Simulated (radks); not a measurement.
# Polarisabilities and dispersion coefficients of Cl, He, Sr and others

Aim: static dipole polarisabilities and C6 coefficients, each species in its NIST ground configuration. After each ground state the linear response is solved; its values go to the run's result record, not to the log. Response by self-consistent Sternheimer equations with the Hartree and adiabatic LDA kernel.

The numbers are computed with radks (a radial shooting solver on a logarithmic mesh, Libxc functionals) version 1 (non-relativistic Kohn-Sham, LB94 model potential, spin-unpolarised, spherical densities, point nucleus), except any that are marked as measured or tabulated.

## 1. The atom as given

```
species : Cl ([Ne] 3s2 3p5), He ([He]), Sr ([Kr] 5s2), Ti ([Ar] 3d2 4s2), Te³⁺ ([Kr] 4d10 5s2 5p1), Ru ([Kr] 4d7 5s1), Li⁺ ([He]), S⁺ ([Ne] 3s2 3p3), Nb⁺ ([Kr] 4d4), Nb ([Kr] 4d4 5s1)
```

LB94 adds a gradient term to the LDA potential that gives it a −1/r tail. It is a model potential with no energy functional, so Etot and Exc are not given.

## 2. Cl, [Ne] 3s2 3p5

Settings of this run:

```text
Z 17
configuration [Ne] 3s2 3p5
relativity non-relativistic
functional lda,pw
model_potential LB94
spin unpolarised
nucleus point
response adiabatic LDA kernel
```

## 3. He, [He]

Input: that of step 2 with these lines changed.

```diff
@@ -1,3 +1,3 @@
-Z 17
-configuration [Ne] 3s2 3p5
+Z 2
+configuration [He]
 relativity non-relativistic
```

## 4. Sr, [Kr] 5s2

Input: that of step 3 with these lines changed.

```diff
@@ -1,3 +1,3 @@
-Z 2
-configuration [He]
+Z 38
+configuration [Kr] 5s2
 relativity non-relativistic
```

## 5. Ti, [Ar] 3d2 4s2

Input: that of step 4 with these lines changed.

```diff
@@ -1,3 +1,3 @@
-Z 38
-configuration [Kr] 5s2
+Z 22
+configuration [Ar] 3d2 4s2
 relativity non-relativistic
```

## 6. Te³⁺, [Kr] 4d10 5s2 5p1

Input: that of step 5 with these lines changed.

```diff
@@ -1,3 +1,3 @@
-Z 22
-configuration [Ar] 3d2 4s2
+Z 52
+configuration [Kr] 4d10 5s2 5p1
 relativity non-relativistic
```

## 7. Ru, [Kr] 4d7 5s1

Input: that of step 6 with these lines changed.

```diff
@@ -1,3 +1,3 @@
-Z 52
-configuration [Kr] 4d10 5s2 5p1
+Z 44
+configuration [Kr] 4d7 5s1
 relativity non-relativistic
```

## 8. Li⁺, [He]

Input: that of step 7 with these lines changed.

```diff
@@ -1,3 +1,3 @@
-Z 44
-configuration [Kr] 4d7 5s1
+Z 3
+configuration [He]
 relativity non-relativistic
```

## 9. S⁺, [Ne] 3s2 3p3

Input: that of step 8 with these lines changed.

```diff
@@ -1,3 +1,3 @@
-Z 3
-configuration [He]
+Z 16
+configuration [Ne] 3s2 3p3
 relativity non-relativistic
```

## 10. Nb⁺, [Kr] 4d4

Input: that of step 9 with these lines changed.

```diff
@@ -1,3 +1,3 @@
-Z 16
-configuration [Ne] 3s2 3p3
+Z 41
+configuration [Kr] 4d4
 relativity non-relativistic
```

## 11. Nb, [Kr] 4d4 5s1

Input: that of step 10 with these lines changed.

```diff
@@ -1,3 +1,3 @@
 Z 41
-configuration [Kr] 4d4
+configuration [Kr] 4d4 5s1
 relativity non-relativistic
```

What does the calculation give? Wanted: for each run, species; −ε(HOMO); α; α uncoupled; C6; C8; recommended α.

**Answer**, as computed:

```csv
species,−ε(HOMO) (eV),α (bohr³),α uncoupled (bohr³),C6 (hartree bohr⁶),C8 (hartree bohr⁸),recommended α (bohr³)
Cl,13.597,14.94,22.78,94.43,-,14.6
He,23.160,1.390,1.524,1.468,14.70,1.38375
Sr,6.183,151.9,274.6,2173,248433,197.2
Ti,7.547,80.85,150.0,832.8,-,87
Te³⁺,37.897,10.52,19.23,54.15,-,-
Ru,8.004,48.24,82.59,407.4,-,72
Li⁺,72.201,0.1985,0.2124,0.08167,0.2795,-
S⁺,21.917,11.21,18.02,55.58,-,-
Nb⁺,14.964,20.89,30.42,131.8,-,-
Nb,7.130,73.98,128.1,746.2,-,98
```

What this shows: Uncoupled leaves out the potential induced by the response; C6 and C8 are for like pairs. Sr is the most polarisable and Li⁺ the least, a factor 765 apart. For the pair Sr–Li⁺ the Casimir-Polder integral gives C6 = 6.295, the rule 2·Ca·Cb/(Ca·αb/αa + Cb·αa/αb) on the like-pair values 5.432. Against the recommended values (Schwerdtfeger and Nagle, 2023 table) the misses are Cl +2 %, He +0 %, Sr -23 %, Ti -7 %, Ru -33 %, Nb -25 %. C8 is given only where no p, d or f shell is open. For heavy and open-shell atoms this level can miss by tens of per cent.
